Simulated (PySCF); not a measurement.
# C5H8BrFO: magnetic properties

Wanted: magnetic properties for C5H8BrFO (`FC[C@@H]1OC[C@H]1CBr`).

Computed with PySCF 2.14.0 and routines of our own; the level stands in each step. Atoms count from 0.

## Step 1: The starting structure

16 atoms, charge 0, multiplicity 1; geometry from: GFN2-xTB.

## Step 2: Magnetic properties: GIAO HF/pcSseg-1

The job: settings as JSON, then the geometry in Å.

```
{"job": {"kind": "mag", "xc": "HF", "basis": "pcSseg-1", "isotopologues": 2}, "charge": 0, "multiplicity": 1}
F     -2.308553    -1.203331     0.948458
C     -2.002481    -0.637596    -0.262744
C     -0.858269     0.352772    -0.086685
O     -0.495603     0.988509    -1.310240
C      0.850386     0.502577    -1.239723
C      0.553651    -0.243795     0.067483
C      1.319044     0.199154     1.290768
Br     3.184471    -0.358482     1.158436
H     -1.730544    -1.448503    -0.945291
H     -2.896407    -0.123189    -0.627025
H     -1.128539     1.082902     0.687627
H      1.569870     1.321599    -1.154854
H      1.104541    -0.119751    -2.100216
H      0.582654    -1.330954    -0.025444
H      1.330018     1.284098     1.392487
H      0.918162    -0.257066     2.195552
```

Level: GIAO HF/pcSseg-1 magnetisability, rotational g tensor and spin-rotation constants, non-relativistic, gas phase.

The run is started by

```bash
$ OMP_NUM_THREADS=1 python excited_run.py task.json out
```

The driver reads the jobs from task.json and runs them one after another.

The program printed:

```text
final grid: 134904 points
cycle   1  E = -2940.1362750220  dE =  5.019e-01  |g| = 9.039e-01  |ddm| = 3.471e+00
cycle   2  E = -2940.2678807325  dE = -1.316e-01  |g| = 5.122e-01  |ddm| = 9.206e-01
cycle   3  E = -2940.3152999357  dE = -4.742e-02  |g| = 8.673e-02  |ddm| = 3.926e-01
cycle   4  E = -2940.3173169770  dE = -2.017e-03  |g| = 2.595e-02  |ddm| = 9.235e-02
cycle   5  E = -2940.3174919200  dE = -1.749e-04  |g| = 5.787e-03  |ddm| = 3.483e-02
cycle   6  E = -2940.3175049985  dE = -1.308e-05  |g| = 2.128e-03  |ddm| = 1.010e-02
cycle   7  E = -2940.3175070163  dE = -2.018e-06  |g| = 7.820e-04  |ddm| = 3.982e-03
cycle   8  E = -2940.3175073462  dE = -3.299e-07  |g| = 1.794e-04  |ddm| = 1.905e-03
cycle   9  E = -2940.3175073650  dE = -1.886e-08  |g| = 5.725e-05  |ddm| = 4.318e-04
cycle  10  E = -2940.3175073664  dE = -1.339e-09  |g| = 1.533e-05  |ddm| = 1.013e-04
cycle  11  E = -2940.3175073665  dE = -1.546e-10  |g| = 4.961e-06  |ddm| = 3.760e-05
converged SCF energy = -2940.3175073665

Magnetisability tensor (1e-30 J/T^2)
    -1612.90       82.86       29.44
       82.86    -1404.14      102.23
       29.44      102.23    -1530.35
isotropic -1515.80   principal values   -1642.28  -1583.85  -1321.26
isotropic susceptibility -91.283 1e-6 cm^3/mol

Inertial axes            a          b          c
rot. const./GHz      2.7938     0.5778     0.5017
chi total           -95.949    -94.890    -83.011
chi diamagnetic    -534.814  -1942.714  -2227.606
chi paramagnetic    438.865   1847.824   2144.594
quadrupole/D A       -4.650     -5.053      9.704
g nuclear            0.5574     0.4975     0.4971
g electronic        -0.5760    -0.5016    -0.5054
g total             -0.0186    -0.0041    -0.0084

Spin-rotation constants (kHz, H = +C I.J)
atom  isotope        aa         bb         cc
  0    19F       -0.192      0.175     -0.056
  7   79Br        0.688      0.836      0.465
  8     1H       -0.266     -0.070      0.033
  9     1H        0.111     -0.057     -0.045
 10     1H       -0.284     -0.068      0.031
 11     1H       -0.130     -0.027     -0.029
 12     1H       -0.322     -0.044      0.023
 13     1H       -0.305     -0.046      0.003
 14     1H       -0.303     -0.040      0.003
 15     1H       -0.295      0.021     -0.051
  1    13C*       0.711      0.096      0.124
  2    13C*       0.681      0.099      0.118
  3    17O*      -0.113     -0.011     -0.034
  4    13C*       0.462      0.134      0.114
  5    13C*       0.406      0.111      0.085
  6    13C*       0.423      0.107      0.083
* in the singly substituted isotopologue

Isotopologues: g along a, b, c
2H    at 8,9,10,11,12,1    -0.0166    -0.0039    -0.0080
13C   at 1                 -0.0186    -0.0040    -0.0083
```

Wall time 33 s (1 thread of Arm Neoverse V1, shared host); peak memory 0.97 GiB.

In short:

```
              quantity                      value
       magnetisability           -1516·10⁻³⁰ J/T²
  molar susceptibility         -91.3·10⁻⁶ cm³/mol
rotational g (a, b, c)  -0.0186, -0.0041, -0.0084
```

The fields below are evaluated on a grid from the run's orbitals.

Frontier orbitals at HF/pcSseg-1, with the share of their density that lies nearest to each atom:

```
orbital  energy (eV)                                      lies on
   HOMO       -11.12                                     Br7 84 %
   LUMO         3.66  Br7 27 %; H14, H15 about 16 % each; C6 17 %
```

ELF in a plane through or near 5 of the atoms.

Ten even steps from ' ' (0.00) to '@' (1.00):
```
                                                        
                                                        
                                                        
                    --::                                
        ....      ##@@@@@@        ::----::..            
      ::++++--  ..%%@@@@@@..    ::++####**--            
    --**%%%%##--::%%@@@@**      ::##%%++%%**..          
    ==##%%%%##****====**::..      --####**::            
  ..++##%%##--++%%--::%%**==++--..--++**::              
    ==##%%##++**++==%%%%..++@@####%%==--##%%**::        
    --**%%%%%%**::..--++..==##**++##--==%%%%%%::        
      ==**####--    --%%@@**......  ..::--==--          
        --==::    ::==--::----::--..                    
                ..++++==..++==--++--                    
                ..::--##%%**::  ::::                    
                    ..++%%++..                          
                      ..::..                            
                                                        
                                                        
                                                        
```
The map spans 11.7 Å across and 9.5 Å up, centred on the molecule. Atoms in the plane (x, y in Å): F0 (2.2, 1.6), C1 (2.1, 0.3), C4 (-0.6, -1.5), C5 (-0.5, 0.0), H15 (-1.3, 2.0).

On the surface of density 0.002 e/bohr³ the electrostatic potential runs, from the 1st to the 99th percentile, from -1.44 V near O3 to 1.27 V near H14.

## Step 3: Results

| quantity | value |
| --- | --- |
| magnetisability (step 2, GIAO HF/pcSseg-1) | -1516·10⁻³⁰ J/T² |
| molar susceptibility (step 2, GIAO HF/pcSseg-1) | -91.3·10⁻⁶ cm³/mol |
| rotational g (a, b, c) (step 2, GIAO HF/pcSseg-1) | -0.0186, -0.0041, -0.0084 |
| surface potential, 1st and 99th percentile | -1.44 V and 1.27 V |

In words: Steps that list no spin-orbit terms leave them out, which matters at and beside the heavy atoms. Vibrational averaging and real surroundings are missing from these values.
